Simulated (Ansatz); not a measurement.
# C4H2F4: how energies converge with the basis set

An exercise on one series of results from a longer session: the logs are not shown, and one member is left open.

The runs use Ansatz 0.2.0, Gaussian basis; one geometry, several basis sets.

Levels to be run: PBE0-D4/def2-SVP; ωB97M-V/def2-SVP; PBE0-D4/def2-QZVPP; ωB97M-V/def2-QZVPP; the functionals' def2-TZVPP values are taken from earlier runs.

### The geometry

An earlier PBE0-D4 in a triple-zeta def2 set relaxation fixed the geometry.

SMILES `FC1=CC(F)(F)C1F`, 10 atoms, charge 0, spin multiplicity 1.

Atoms are counted from 1 here; the program's logs count them from 0.

Bond lengths: F1–C2 1.307 Å, C2–C3 1.332 Å, C2–C7 1.496 Å, C3–C4 1.497 Å, C3–H9 1.080 Å, C4–F5 1.352 Å, C4–F6 1.345 Å, C4–C7 1.559 Å, C7–F8 1.361 Å, C7–H10 1.093 Å. Angles: F1–C2–C3 133.4°, F1–C2–C7 128.7°, C3–C2–C7 97.8°, C2–C3–C4 90.8°, C2–C3–H9 136.1°, C4–C3–H9 133.1°, C3–C4–F5 115.8°, C3–C4–F6 116.4°, C3–C4–C7 88.6°, F5–C4–F6 106.8°, F5–C4–C7 114.9°, F6–C4–C7 113.8°, C2–C7–C4 82.6°, C2–C7–F8 116.4°, C2–C7–H10 116.9°, C4–C7–F8 115.6°, C4–C7–H10 114.3°, F8–C7–H10 109.1°.

The first run:

File in.yaml:

```yaml
crystal:
  periodic: [false, false, false]
  atoms:
    - {symbol: F, position_ang: [-1.746566, -0.107660, 1.650298]}
    - {symbol: C, position_ang: [-0.855826, 0.026583, 0.703954]}
    - {symbol: C, position_ang: [-0.783164, 0.793127, -0.382509]}
    - {symbol: C, position_ang: [0.550274, 0.209605, -0.730557]}
    - {symbol: F, position_ang: [0.623685, -0.423298, -1.923278]}
    - {symbol: F, position_ang: [1.603128, 1.043690, -0.667115]}
    - {symbol: C, position_ang: [0.417801, -0.732403, 0.503974]}
    - {symbol: F, position_ang: [1.370015, -0.581269, 1.465279]}
    - {symbol: H, position_ang: [-1.422830, 1.513037, -0.870703]}
    - {symbol: H, position_ang: [0.326782, -1.792512, 0.253557]}
basis:
  gaussian: {orbitals: def2-SVP}
hamiltonian: {xc: pbe0, dispersion: d4}
output: {orbitals: {seedname: orbitals}}
```

The run is started by

```
> ansatz run in.yaml --threads 4 --pin off --events-out ev --progress --plain --max-ram 11315MiB
```

Among the steps run: PBE0-D4 in def2-SVP; ωB97M-V in def2-SVP; PBE0-D4 in def2-QZVPP; ωB97M-V in def2-QZVPP.

One table of the session follows, with a row left open; its other results are not shown here.

It belongs to the step «Functionals by basis». 

| functional | basis | HOMO (eV) |
| --- | --- | --- |
| PBE0-D4 | def2-SVP | -8.74 |
| PBE0-D4 | def2-TZVPP | -8.82 |
| PBE0-D4 | def2-QZVPP | -8.86 |
| ωB97M-V | def2-SVP | ? |
| ωB97M-V | def2-TZVPP | -11.06 |
| ωB97M-V | def2-QZVPP | -11.10 |

**Question.** Estimate the row for ωB97M-V, def2-SVP.

As computed: HOMO (eV): -10.95. In the column «HOMO (eV)» it lies between ωB97M-V, def2-TZVPP (-11.06) and PBE0-D4, def2-QZVPP (-8.86).
